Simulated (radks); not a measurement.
# Xe in [Xe]: an all-electron calculation

An exercise on one series of results from a longer session: the logs are not shown, and one member is left open.

Program: radks (a radial shooting solver on a logarithmic mesh, Libxc functionals) version 1. Level of theory: Dirac Kohn-Sham, PW91, spin-unpolarised, spherical densities, point nucleus. These are calculated values, not measurements, unless marked.

## The system

| Item | Value |
| --- | --- |
| element | xenon (Z = 54) |
| charge | 0 |
| electrons | 54 |
| configuration | [Xe] |

Outer shells as boxes (Hund's rule):

Xe
```
[Kr] core
4d [↑↓][↑↓][↑↓][↑↓][↑↓]
5s [↑↓]
5p [↑↓][↑↓][↑↓]
```

The first run:

Settings of this run:

```text
Z 54
configuration [Xe] 6s0 4f0
relativity Dirac
functional pw91,pw91
spin unpolarised
j_filling average
nucleus point
c 137.035999084
```

Run with:

```bash
$ python run_ks.py task.json out
```

All runs below come from this command, one after another.

Steps of the session up to this table: Self-consistent calculation.

One of the session's tables, all rows but one given; the rest of the session is left out.

It belongs to the step «Radial structure». From the orbitals of this run (lengths in bohr):

```
level      <r>  outermost maximum (interpolated)  90 % within  nodes
1s1/2  0.02665                            0.0172       0.0480      0
2s1/2   0.1142                            0.0971        0.177      1
2p1/2  0.09620                            0.0744        0.158      0
2p3/2   0.1020                            0.0793        0.166      0
3s1/2   0.3061                             0.279        0.450      2
3p1/2   0.2962                             0.266        0.445      1
3p3/2   0.3079                             0.276        0.462      1
3d3/2   0.2787                             0.224        0.438      0
3d5/2   0.2824                             0.227        0.443      0
4s1/2   0.7167                             0.661         1.03      3
4p1/2   0.7458                             0.677         1.09      2
4p3/2   0.7737                             0.701         1.13      2
4d3/2        ?                                 ?            ?      ?
4d5/2   0.8816                             0.752         1.34      1
5s1/2    1.861                              1.62         2.72      4
5p1/2    2.232                              1.85         3.35      3
5p3/2    2.352                              1.94         3.54      3
```

Q: Estimate the row for 4d3/2 from the others.

The run gave: <r>: 0.8707; outermost maximum (interpolated): 0.744; 90 % within: 1.32; nodes: 1. In the column «<r>» it lies between 4p3/2 (0.7737) and 4d5/2 (0.8816).
